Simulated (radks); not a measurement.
**Gd²⁺ in [Xe] 4f7 5d0.5 6s0.5: an all-electron calculation**

An exercise on one series of results from a longer session: the logs are not shown, and one member is left open.

Program: radks (a radial shooting solver on a logarithmic mesh, Libxc functionals) version 1. Level of theory: scalar-relativistic Kohn-Sham, LDA (Slater exchange, Perdew-Wang correlation), spin-unpolarised, spherical densities, point nucleus. These are calculated values, not measurements, unless marked.

### The atom as given

* element: gadolinium (Z = 64)
* charge: +2
* electrons: 62
* configuration: [Xe] 4f7 5d0.5 6s0.5

Set-up of the first run:

Input:

```text
Z 64
configuration [Xe] 4f7 5d0.5 6s0.5 6p0 7s0 5f0 6d0
relativity scalar-relativistic
functional lda,pw
spin unpolarised
nucleus point
c 137.035999084
```

One of the session's tables, all rows but one given; the rest of the session is left out.

It belongs to the step «Orbitals and density». Sizes of the orbitals, from the radial functions (bohr):

```
level      <r>  outermost maximum (interpolated)  90 % within  nodes
   1s  0.02192                            0.0139       0.0396      0
   2s  0.09334                            0.0791        0.144      1
   2p  0.08239                            0.0640        0.134      0
   3s   0.2447                             0.224        0.359      2
   3p   0.2432                             0.220        0.364      1
   3d   0.2213                             0.180        0.345      0
   4s   0.5532                             0.516        0.795      3
   4p   0.5855                             0.538        0.852      2
   4d   0.6363                             0.559        0.956      1
   5s    1.327                              1.19         1.91      4
   5p    1.546                              1.35         2.26      3
   4f   0.8578                             0.566         1.47      0
   5d        ?                                 ?            ?      ?
   6s    3.328                              3.01         4.75      5
   6p    4.042                              3.67         5.78      4
   7s    6.713                              6.50         9.44      6
   6d    6.001                              5.58         8.66      3
   5f    6.126                              5.28         9.13      1
```

Q: Estimate the row for 5d from the others.

**Answer.** <r>: 2.324; outermost maximum (interpolated): 1.87; 90 % within: 3.56; nodes: 2. In the column «<r>» it lies between 5p (1.546) and 6s (3.328).
